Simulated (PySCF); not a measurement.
# H8O4Pr (Pr(H2O)43+): the cost of one run

Method: several levels, as the steps say, no spin–orbit coupling; program: PySCF 2.14.0.

## 1. Starting geometry

13 atoms, charge 3, spin multiplicity 1.

Bond lengths: Pr1–O2 2.395 Å, Pr1–O5 2.395 Å, Pr1–O8 2.395 Å, Pr1–O11 2.395 Å, O2–H3 0.994 Å, O2–H4 0.994 Å, O5–H6 0.994 Å, O5–H7 0.993 Å, O8–H9 0.994 Å, O8–H10 0.994 Å, O11–H12 0.993 Å, O11–H13 0.994 Å. Angles: O2–Pr1–O5 110.9°, O2–Pr1–O8 106.6°, O2–Pr1–O11 110.9°, O5–Pr1–O8 110.9°, O5–Pr1–O11 106.6°, O8–Pr1–O11 110.9°, Pr1–O2–H3 128.3°, Pr1–O2–H4 128.6°, H3–O2–H4 103.0°, Pr1–O5–H6 128.6°, Pr1–O5–H7 128.4°, H6–O5–H7 103.0°, Pr1–O8–H9 128.6°, Pr1–O8–H10 128.3°, H9–O8–H10 103.0°, Pr1–O11–H12 128.4°, Pr1–O11–H13 128.6°, H12–O11–H13 103.0°.

As a file:

```xyz
13

Pr   -0.0001    0.0000    0.0000
O     1.4311    1.3886    1.3267
H     2.2374    1.1261    1.8447
H     1.3737    2.3682    1.4826
O    -1.4317   -1.3264    1.3886
H    -1.3734   -1.4830    2.3684
H    -2.2370   -1.8452    1.1262
O     1.4311   -1.3886   -1.3267
H     1.3737   -2.3682   -1.4826
H     2.2374   -1.1261   -1.8447
O    -1.4317    1.3264   -1.3886
H    -2.2370    1.8452   -1.1262
H    -1.3734    1.4830   -2.3684
```

Formal oxidation states: Pr +3. Each metal's 2 4f electrons lie in its core potential, so multiplicities, spins and levels count the valence alone. An earlier session relaxed this geometry at PBE, Pr lcecp-1-SVP with ECP48, O def2-SVP, H def2-SVP (singlet, point group S4).

At PBE on the finer grid: E = -337.086940 Eh, HOMO -21.93 eV, LUMO -16.04 eV, Mulliken charge on Pr1 +1.67 e, largest force component 0.017 eV/Å. 

Levels to run: M06-L; CAM-B3LYP; r2SCAN; TPSSh; PBE, TZVP. Hardware: 2 threads of Arm Neoverse V1, shared host.

## 2. M06-L

run.py (the lines that set the calculation)

```python
mol = gto.M(atom='''
Pr    -0.00014     0.00000     0.00000
O      1.43113     1.38864     1.32665
H      2.23736     1.12610     1.84468
H      1.37371     2.36819     1.48263
O     -1.43169    -1.32642     1.38857
H     -1.37339    -1.48304     2.36838
H     -2.23705    -1.84515     1.12620
O      1.43113    -1.38864    -1.32665
H      1.37371    -2.36819    -1.48263
H      2.23736    -1.12610    -1.84468
O     -1.43169     1.32642    -1.38857
H     -2.23705     1.84515    -1.12620
H     -1.37339     1.48304    -2.36838''',
    basis={'Pr': 'lcecp-1-SVP', 'O': 'def2-SVP', 'H': 'def2-SVP'},
    ecp={'Pr': 'lcecp-1-SVP'},
    charge=3, spin=0)
mf = dft.RKS(mol, xc='M06L')
mf.grids.atom_grid = (75, 302)  # f atoms: unpruned, at least (60, 302)
mf = mf.density_fit()  # fitting sets: Pr AutoAux, O def2-universal-JKFIT, H def2-universal-JKFIT
mf.conv_tol = 1e-08; mf.max_cycle = 55
mf.kernel(dm0)  # dm0: the density of the relaxed state
```

Run with:

```bash
> OMP_NUM_THREADS=2 python run.py
```

**Question.** How long does this run take on 2 threads of Arm Neoverse V1, shared host?

About 16 s.
